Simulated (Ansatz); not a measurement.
# SnTeO: the cost of one run

Computed with Ansatz 0.2.0 (DFT PBE, scalar-relativistic, plane waves, PAW, unless a step's input says otherwise).

## (1) The starting structure

It takes space group P4/mmm (No. 123, tetragonal). Conventional cell: a = 4.166 Å, b = 4.166 Å, c = 4.607 Å, α = 90.00°, β = 90.00°, γ = 90.00°. Sn (site symmetry 4/mmm) has 4 Te at 2.95 Å as nearest neighbours. Around Te (site symmetry 4/mmm) lie 2 O at 2.30 Å and 4 Sn at 2.95 Å. O (site symmetry 4/mmm) has 2 Te at 2.30 Å as nearest neighbours.

Coordinates:

```
Sn Te O
1.0
     4.16569    0.00000    0.00000
     0.00000    4.16569    0.00000
     0.00000    0.00000    4.60696
Sn Te O
1 1 1
Cartesian
  2.0828 2.0828 0.0000
  0.0000 0.0000 0.0000
  0.0000 0.0000 2.3035
```

Recipe of the guess: random cell by space group and Wyckoff sites (P4/mmm, No. 123). Its size is a rough estimate.

## (2) A first look at the guess

File input.yaml:

```yaml
crystal:
  lattice:
    - [4.16568898, 0.0, 0.0]
    - [0.0, 4.16568898, 0.0]
    - [0.0, 0.0, 4.60695754]
  atoms:
    - { symbol: Sn, position: [0.5, 0.5, 0.0] }
    - { symbol: Te, position: [0.0, 0.0, 0.0] }
    - { symbol: O, position: [0.0, 0.0, 0.5] }
basis:
  ecutwfc: 420
kpoints:
  mp_grid: { grid: [4, 4, 4] }
hamiltonian:
  xc: pbe
scf:
  occupations: { method: gaussian, width: 0.1 }
  lower_state_search: "off"
output:
  forces: true
  stress: true
  eigenvalues: true
```

Launch:

```sh
$ ansatz run input.yaml --threads 1 --pin off --max-ram 2560MiB --backend cpu --events-out ev --progress --plain --runs-dir out
```

What time and memory should one allow on 1 thread of Intel Xeon at 2.70GHz, shared host?

About 2.9 s, with a peak of 0.37 GiB.
